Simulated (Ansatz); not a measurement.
# Al (Al (110), 5 layers): a single-point run

Wanted: a converged single-point run for Al (Al (110), 5 layers), and a check of what comes out. The structure is shown as the input types it.

Computed with Ansatz 0.2.0 (DFT, PBE, PAW with Ansatz's default frozen-core files, scalar-relativistic, unless a step's input says otherwise).

## (1) The system as given

The structure is orthorhombic, space group Pmmm (No. 47). Conventional cell: a = 2.857 Å, b = 4.041 Å, c = 21.715 Å, α = 90.00°, β = 90.00°, γ = 90.00°. Al (site symmetry mm2) is surrounded by 7 Al at 2.86 Å. Around Al (site symmetry mm2) lie 11 Al at 2.86 Å. Al (site symmetry mmm) is surrounded by 12 Al at 2.86 Å.

Coordinates:

```cif
data_structure
_symmetry_space_group_name_H-M 'P 1'
_symmetry_Int_Tables_number 1
_cell_length_a 2.8575
_cell_length_b 4.0411
_cell_length_c 21.7150
_cell_angle_alpha 90.000
_cell_angle_beta 90.000
_cell_angle_gamma 90.000
_cell_volume 250.75
loop_
_atom_site_label
_atom_site_type_symbol
_atom_site_fract_x
_atom_site_fract_y
_atom_site_fract_z
_atom_site_occupancy
Al1 Al 0.00000 0.00000 0.36841 1
Al2 Al 0.50000 0.50000 0.43420 1
Al3 Al 0.00000 0.00000 0.50000 1
Al4 Al 0.50000 0.50000 0.56580 1
Al5 Al 0.00000 0.00000 0.63159 1
```

## (2) The calculation

The input, input.yaml:

```yaml
crystal:
  lattice:
    - [2.8574853682, 0.0, 0.0]
    - [0.0, 4.041094562, 0.0]
    - [0.0, 0.0, 21.715]
  atoms:
    - { symbol: Al, position: [0.0, 0.0, 0.3684096079] }
    - { symbol: Al, position: [0.5, 0.5, 0.4342048037] }
    - { symbol: Al, position: [0.0, 0.0, 0.5] }
    - { symbol: Al, position: [0.5, 0.5, 0.5657951963] }
    - { symbol: Al, position: [0.0, 0.0, 0.6315903921] }
kpoints:
  mp_grid: { grid: [13, 9, 1] }
scf:
  occupations: { method: fermi_dirac, width: 0.08 }
  mixing: { algorithm: anderson, beta: 0.001, ndim: 1 }
  max_iter: 50
hamiltonian:
  xc: pbe
  pseudopotentials: { kind: paw }
output:
  forces: true
  stress: true
  eigenvalues: true
  populations: true
efield:
  axis: 3
  amplitude: 0
  dipole_correction: true
```

Started as:

```
$ ansatz run input.yaml --threads 2 --pin off --max-ram 4096MiB --backend cpu --events-out ev --progress --plain --runs-dir out
```

**Question.** How will this run end, and is anything wrong with its input?

The program finished normally. Convergence says nothing about whether the input makes sense.

Look at the input: scf.mixing.algorithm is anderson; scf.mixing.beta is 0.001; scf.mixing.ndim is 1. What could go wrong: mixing too weak. The residual crept for many cycles and then fell at once, which so weak a step can't do by itself: the program changed its mixing. Several mixing settings were changed at once, so this run can't tell how much each is to blame.

To check: delete scf.mixing.algorithm, scf.mixing.beta and scf.mixing.ndim (the default then holds).
